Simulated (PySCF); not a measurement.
**WNCl: a ladder of methods**

How much do the numbers for WNCl (triplet) hang on the method? All levels run at one geometry, the PBE0 minimum.

Method: several methods, basis W def2-TZVP with ECP60, N def2-TZVP, Cl def2-TZVP, scalar-relativistic core potentials, no spin–orbit coupling, density fitting; program: PySCF 2.14.0.

## 1. Starting geometry

3 atoms, charge 0, spin multiplicity 3.

Bond lengths: W1–N2 1.655 Å, W1–Cl3 2.270 Å. Angles: N2–W1–Cl3 108.8°.

```xyz
3
charge 0 multiplicity 3
W     0.0012    0.2167   -0.2400
N    -0.0054   -0.9767   -1.3864
Cl   -0.0042   -0.7456    1.8164
```

## 2. PBE0

One driver script runs all steps and calls PySCF; scf.py shows the equivalent input of each level. Each SCF starts from the density of the minimum. The driver also runs the species with one electron less or more at the same geometry (one less: multiplicity 2, one more: multiplicity 4); their logs are not shown.

scf.py

```python
from pyscf import gto, scf, dft
mol = gto.M(atom='''
W      0.001209     0.216656    -0.239976
N     -0.005450    -0.976656    -1.386361
Cl    -0.004161    -0.745576     1.816409''',
    basis={'W': 'def2-TZVP', 'N': 'def2-TZVP', 'Cl': 'def2-TZVP'},
    ecp={'W': 'def2-TZVP'},
    charge=0, spin=2)
mf = dft.UKS(mol, xc='PBE0')
mf.grids.atom_grid = (75, 302)
aux = {'W': 'def2-universal-JKFIT', 'N': 'def2-universal-JKFIT', 'Cl': 'def2-universal-JKFIT'}
mf = mf.density_fit(auxbasis=aux)
mf.kernel()
```

## 3. HF

scf.py, as its differences from that of step 2:

```diff
@@ -9,2 +9 @@
-mf = dft.UKS(mol, xc='PBE0')
-mf.grids.atom_grid = (75, 302)
+mf = scf.UHF(mol)
```

## 4. PBE

scf.py, as its differences from that of step 3:

```diff
@@ -9 +9,2 @@
-mf = scf.UHF(mol)
+mf = dft.UKS(mol, xc='PBE')
+mf.grids.atom_grid = (75, 302)
```

(Steps that only read results are left out.)

**Question.** What will these runs give? Wanted: atomisation energy, range; vertical ionisation energy, range; vertical electron affinity, range; orbital gap, range.

As calculated:

| quantity | value |
| --- | --- |
| atomisation energy, range | 445 (HF) to 1115 (PBE) kJ/mol |
| vertical ionisation energy, range | 8.25 (HF) to 8.68 (PBE0) eV |
| vertical electron affinity, range | 1.37 (HF) to 1.62 (PBE0) eV |
| orbital gap, range | 0.98 (PBE) to 9.02 (HF) eV |

**Reading.** The atomisation energy spreads over 670 kJ/mol, from HF to PBE; without a CCSD(T) value for it there is no yardstick here. Spin contamination is strong in at least one of the open-shell species at HF. Without diffuse functions electron affinities tend to come out too low. Other spin states or occupations of the open shell can lie lower. With an element this heavy the missing spin–orbit coupling can shift these numbers.
